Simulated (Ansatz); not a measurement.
# F3PSi: the cost of one run

Method: the levels named in each step, in Ansatz 0.2.0.

**1. The starting structure**

Bond lengths: F1–P2 1.647 Å, P2–F3 1.645 Å, P2–F4 1.649 Å, P2–Si5 2.326 Å. Angles: F1–P2–F3 90.4°, F1–P2–F4 90.3°, F1–P2–Si5 125.0°, F3–P2–F4 90.4°, F3–P2–Si5 125.1°, F4–P2–Si5 125.0°.

Structure file:

```xyz
5

F    -1.1203    1.2777   -0.1475
P    -0.0986   -0.0061   -0.0030
F    -1.0661   -0.6608    1.1558
F    -0.9345   -0.8140   -1.1719
Si    2.2196    0.1407    0.1176
```

**2. A rough first relaxation, PBE-D4/def2-SVP**

This run stands in another session on the same molecule. It ended at:

```xyz
5

F    -1.0424    1.3377   -0.1465
P    -0.1782   -0.0111   -0.0086
F    -0.9861   -0.6800    1.2100
F    -0.8485   -0.8394   -1.2128
Si    2.0553    0.1302    0.1090
```

**3. Relaxation, HF/STO-3G**

File input.yaml:

```yaml
crystal:
  periodic: [false, false, false]
  atoms:
    - { symbol: F, position_ang: [-1.04241663, 1.33773268, -0.1465269] }
    - { symbol: P, position_ang: [-0.1781946, -0.01112486, -0.00864844] }
    - { symbol: F, position_ang: [-0.98614599, -0.6799743, 1.21002747] }
    - { symbol: F, position_ang: [-0.848453, -0.839369, -1.21284046] }
    - { symbol: Si, position_ang: [2.05533021, 0.13023548, 0.10904832] }
magnetization:
  spin_polarized: true
  initial_magnetization: 2
basis:
  gaussian: { orbitals: STO-3G }
hamiltonian:
  xc: hf
relax:
  f_tol: 0.002
  max_steps: 150
```

Launch:

```console
> ansatz run input.yaml --threads 2 --pin off --max-ram 5120MiB --backend cpu --events-out ev --progress --plain --runs-dir out
```

Q: Estimate wall time and peak memory on 2 threads of Arm Neoverse V2, shared host.

About 6.5 s, with a peak of 0.097 GiB.
